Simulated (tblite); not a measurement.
# C8H13P: the cost of one run

Programs: tblite 0.8.0 and PySCF 2.14.0, with density-fitted response routines of our own. Each step states its level of theory. These are calculated values for one molecule, in the gas phase or a continuum, unless marked as measured. Atoms count from 0, in the outputs and in this text.

## (1) Starting geometry

22 atoms, charge 0, multiplicity 1; geometry from: force field or distance geometry start.

Bonds of the start (Å): C0–C1 1.51, C1–C2 1.53, C2–C3 1.35, C3–P4 1.81, P4–C5 1.82, C5–C6 1.51, C6–C7 1.50, C5–C8 1.35, C8–C2 1.35, C0–H9 1.11, C0–H10 1.13, C0–H11 1.10, C1–H12 1.12, C1–H13 1.10, C3–H14 1.11, P4–H15 1.45, C6–H16 1.10, C6–H17 1.12, C7–H18 1.11, C7–H19 1.12, C7–H20 1.11, C8–H21 1.11.

## (2) Relaxing the molecule with GFN2-xTB

Job settings and geometry (Å):

```
{"job": {"kind": "relax", "xc": "GFN2-xTB", "basis": "xTB"}, "charge": 0, "multiplicity": 1}
C     -3.032200    -0.712400    -0.647500
C     -2.534700     0.578700    -0.038700
C     -1.115500     0.396400     0.515800
C     -0.914100     0.003200     1.790700
P      0.865100    -0.097200     2.079800
C      1.175100     0.437800     0.364600
C      2.519100     0.643900    -0.294700
C      3.007600    -0.611900    -0.943800
C     -0.019800     0.627900    -0.234100
H     -2.836800    -0.627800    -1.733800
H     -4.135200    -0.771100    -0.430100
H     -2.485100    -1.570800    -0.238200
H     -3.194600     0.987500     0.765900
H     -2.517100     1.334400    -0.841500
H     -1.706500    -0.222500     2.532200
H      1.791500    -1.043400     2.662900
H      2.487800     1.429800    -1.069400
H      3.235000     1.001400     0.486900
H      3.763800    -1.123000    -0.314300
H      2.185900    -1.300300    -1.256400
H      3.538000    -0.306600    -1.866000
H     -0.087300     0.965600    -1.291100
```

On the command line:

```
$ OMP_NUM_THREADS=1 python probes_run.py task.json out
```

This one command runs all jobs of the session in turn.

**Question.** How long does this first job take on 1 thread of AMD EPYC 7R13, shared host, and how much memory does it need?

About 1.6 s, with a peak of 0.18 GiB.
